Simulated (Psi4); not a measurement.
**GeH2Cl (SMILES [Cl][GeH2]): UB3LYP/6-31G(d) (Cartesian functions)**

Aim: the vertical ionisation energy of GeH2Cl at UB3LYP/6-31G* (Cartesian functions), from 2 runs. 

The results are computed with Psi4 1.11.

2 further runs of the same task are left out: 2 set aside as unsound or not needed.

### Step 1. The structure to begin with

GeH2Cl: 4 atoms, total charge 0, spin state doublet. SMILES: `[Cl][GeH2]`. Geometry: relaxed at PBE0-D4/def2-TZVP.

Bond lengths: Cl1–Ge2 2.156 Å, Ge2–H3 1.546 Å, Ge2–H4 1.546 Å. Angles: Cl1–Ge2–H3 106.8°, Cl1–Ge2–H4 106.8°, H3–Ge2–H4 112.3°.

### Step 2. Energy and forces at UB3LYP/6-31G(d) (Cartesian functions)

Contents of clgeh2.dat:

```
memory 1600 MB

molecule molecule1 {
  0 2
  Cl    -1.562900     0.305200     0.993500
  Ge     0.106700    -0.451100    -0.141600
  H      0.072700     0.259600    -1.514200
  H      1.383400    -0.113700     0.662300
  symmetry c1
  no_reorient
  no_com
}

set globals {
  basis 6-31G*
  reference uks
  puream false
  e_convergence 1e-09
  d_convergence 1e-08
  scf_type pk
  dft_radial_points 99
  dft_spherical_points 590
  maxiter 200
}

energy_value, wavefunction = gradient('b3lyp', return_wfn=True)
oeprop(wavefunction, 'QUADRUPOLE', 'DIPOLE', 'MULLIKEN_CHARGES')
print_variables()
```

Command:

```sh
psi4 -n 1 clgeh2.dat clgeh2.out
```

clgeh2.out:

```text
[...]
  Running in c1 symmetry.
[...]
  Nuclear repulsion =  161.647276263878894
[...]
  Multiplicity = 2
[...]
  Nalpha       = 26
  Nbeta        = 25
[...]
    Number of basis functions: 58
[...]
   @UKS iter   1: -2536.54064097495939   -1.74814e+00   5.03473e-02 DIIS/ADIIS
[...]
   @UKS iter  13: -2538.15923168026302   -4.54747e-12   3.54806e-09 DIIS
[...]
   @S^2 Observed:                7.512303956E-01
[...]
    Orbital Energies [Eh]
    ---------------------
    Alpha Occupied:
       1A   -398.791154     2A   -101.539073     3A    -49.847744
       4A    -44.373304     5A    -44.372317     6A    -44.371199
       7A     -9.456704     8A     -7.218585     9A     -7.212748
      10A     -7.211231    11A     -6.272223    12A     -4.445042
      13A     -4.442695    14A     -4.439462    15A     -1.248704
      16A     -1.246613    17A     -1.244447    18A     -1.243535
      19A     -1.241999    20A     -0.820321    21A     -0.562582
      22A     -0.388052    23A     -0.386181    24A     -0.340555
      25A     -0.314868    26A     -0.232827
    Alpha Virtual:
[...]
  @UKS Final Energy: -2538.15923168026302
   => Energetics <=
    Nuclear Repulsion Energy =            161.6472762638788936
    One-Electron Energy =               -3852.1619777764221908
    Two-Electron Energy =                1239.2714702891460092
    DFT Exchange-Correlation Energy =     -86.9160004568657882
    Empirical Dispersion Energy =           0.0000000000000000
    VV10 Nonlocal Energy =                  0.0000000000000000
    Total Energy =                      -2538.1592316802625646
[...]
  -Total Gradient:
     Atom            X                  Y                   Z
    ------   -----------------  -----------------  -----------------
       1        0.008534982760    -0.004371763556    -0.005890918439
       2       -0.005343890090     0.008410800054     0.004685221812
       3       -0.000213927681    -0.002407447163     0.002890700585
       4       -0.002978686884    -0.001631255663    -0.001684029183
[...]
 Multipole Moments:
 ------------------------------------------------------------------------------------
     Multipole            Electronic (a.u.)      Nuclear  (a.u.)        Total (a.u.)
 ------------------------------------------------------------------------------------
 L = 1.  Multiply by 2.5417464519 to convert [e a0] to [Debye]
 Dipole X            :         41.6165321          -41.0047893            0.6117428
 Dipole Y            :         16.9924312          -17.1982085           -0.2057773
 Dipole Z            :        -22.1475565           21.7439447           -0.4036119
 Magnitude           :                                                    0.7612333
 L = 2.  Multiply by 1.3450342976 to convert [e a0^2] to [Debye ang]
 Quadrupole XX       :       -180.6757791          156.4431946          -24.2325845
 Quadrupole XY       :         34.9702825          -34.9521750            0.0181075
[...]
  Mulliken Charges: (a.u.)
   Center  Symbol    Alpha    Beta     Spin     Total
       1    CL     8.63471  8.54482  0.08989 -0.17953
       2    GE    16.34489 15.57568  0.76921  0.07943
       3     H     0.51021  0.43976  0.07045  0.05004
       4     H     0.51019  0.43975  0.07045  0.05006
   Total alpha = 26.00000, Total beta = 25.00000, Total charge = -0.00000
  Variable Map:
  ----------------------------------------------------------------------------
  "CURRENT ENERGY"              =>   -2538.159231680263
  "CURRENT REFERENCE ENERGY"    =>   -2538.159231680263
[...]
```

Wall time 16 s (1 thread of Intel Xeon Platinum 8488C (Sapphire Rapids), shared host); peak memory 0.54 GiB.

### Step 3. The singlet cation at the same level

Contents of run.py:

```python
import psi4

psi4.set_memory('1600 MB')
psi4.set_num_threads(1)
psi4.core.set_output_file('clgeh2.out', False)

geom = psi4.geometry("""
1 1
Cl
Ge 1 2.155923
H 2 1.546053 1 106.80676
H 2 1.545981 3 112.30224 1 -116.77052
units angstrom
symmetry c1
""")

options = {'basis': '6-31G*', 'reference': 'rks', 'puream': False, 'e_convergence': 1e-09, 'd_convergence': 1e-08, 'scf_type': 'pk', 'dft_radial_points': 99, 'dft_spherical_points': 590}
psi4.set_options(options)

energy_value, wavefunction = psi4.gradient('b3lyp', molecule=geom, return_wfn=True)
psi4.oeprop(wavefunction, 'LOWDIN_CHARGES', 'WIBERG_LOWDIN_INDICES', 'DIPOLE', title='B3LYP')
print('gradient / Eh bohr^-1')
print(energy_value.np.round(6))
print(f'energy = {wavefunction.energy():.10f} Eh')
```

Command:

```sh
python run.py
```

clgeh2.out:

```text
[...]
  Running in c1 symmetry.
[...]
  Nuclear repulsion =  161.647306557156270
[...]
  Multiplicity = 1
[...]
  Nalpha       = 25
  Nbeta        = 25
[...]
    Number of basis functions: 58
[...]
   @RKS iter   1: -2536.31818837226137   -1.52569e+00   4.98151e-02 ADIIS/DIIS
[...]
   @RKS iter  12: -2537.83027920678160   -2.72848e-12   6.51956e-09 DIIS
[...]
    Orbital Energies [Eh]
    ---------------------
    Doubly Occupied:
       1A   -399.089854     2A   -101.799283     3A    -50.144998
       4A    -44.671938     5A    -44.669019     6A    -44.667705
       7A     -9.714558     8A     -7.477213     9A     -7.471091
      10A     -7.467482    11A     -6.568419    12A     -4.744995
      13A     -4.737169    14A     -4.732923    15A     -1.545276
      16A     -1.544556    17A     -1.540978    18A     -1.535230
      19A     -1.534899    20A     -1.065178    21A     -0.814695
      22A     -0.632848    23A     -0.628194    24A     -0.574684
      25A     -0.550039
[...]
  @RKS Final Energy: -2537.83027920678160
   => Energetics <=
    Nuclear Repulsion Energy =            161.6473065571562699
    One-Electron Energy =               -3838.0452034962254402
    Two-Electron Energy =                1225.2230934344020170
    DFT Exchange-Correlation Energy =     -86.6554757021142592
    Empirical Dispersion Energy =           0.0000000000000000
    VV10 Nonlocal Energy =                  0.0000000000000000
    Total Energy =                      -2537.8302792067815972
[...]
  -Total Gradient:
     Atom            X                  Y                   Z
    ------   -----------------  -----------------  -----------------
       1        0.010089678585    -0.005784986854    -0.022382663317
       2       -0.040192120591     0.023062934797     0.035367003611
       3        0.019339762473    -0.001167185769    -0.006490318619
       4        0.010762499330    -0.016110657908    -0.006495919725
[...]
 Multipole Moments:
 ------------------------------------------------------------------------------------
     Multipole            Electronic (a.u.)      Nuclear  (a.u.)        Total (a.u.)
 ------------------------------------------------------------------------------------
 L = 1.  Multiply by 2.5417464519 to convert [e a0] to [Debye]
 Dipole X            :         -1.3421087            1.2948230           -0.0472858
 Dipole Y            :          0.7694184           -0.7423072            0.0271112
 Dipole Z            :          4.0539166           -2.8398223            1.2140943
 Magnitude           :                                                    1.2153172
[...]
```

Standard output:

```text
gradient / Eh bohr^-1
[[ 0.01009  -0.005785 -0.022383]
 [-0.040192  0.023063  0.035367]
 [ 0.01934  -0.001167 -0.00649 ]
 [ 0.010762 -0.016111 -0.006496]]
energy = -2537.8302792068 Eh
```

Run time: 11 s. Hardware: 1 thread of Intel Xeon Platinum 8488C (Sapphire Rapids), shared host; peak memory 0.54 GiB.

### Step 4. Summary of results

Level: UB3LYP/6-31G* (Cartesian functions).

| quantity | value |
| --- | --- |
| doublet GeH2Cl: total energy | -2538.15923 Eh |
| doublet GeH2Cl: dipole moment | 1.93 D |
| doublet GeH2Cl: HOMO energy (highest over α and β) | -6.34 eV |
| doublet GeH2Cl: LUMO energy (lowest over α and β) | -3.66 eV |
| doublet GeH2Cl: ⟨S²⟩ | 0.751 |
| doublet GeH2Cl: largest force on an atom | 0.579 eV/Å |
| singlet cation: total energy | -2537.83028 Eh |
| singlet cation: HOMO energy | -14.97 eV |
| singlet cation: LUMO energy | -11.51 eV |
| singlet cation: HOMO–LUMO gap | 3.46 eV |
| singlet cation: largest force on an atom | 2.998 eV/Å |
| vertical ionisation energy (to the singlet cation) | 8.951 eV |

The vertical ionisation energy comes to 8.95 eV (864 kJ/mol). The largest force (doublet GeH2Cl) is 0.58 eV/Å: the shape isn't a stationary point for this species at this level. Only the singlet of the ionised species was computed; a triplet could lie lower. Mulliken charges (doublet GeH2Cl) run from -0.18 on Cl1 to +0.08 on Ge2; they depend strongly on the basis.
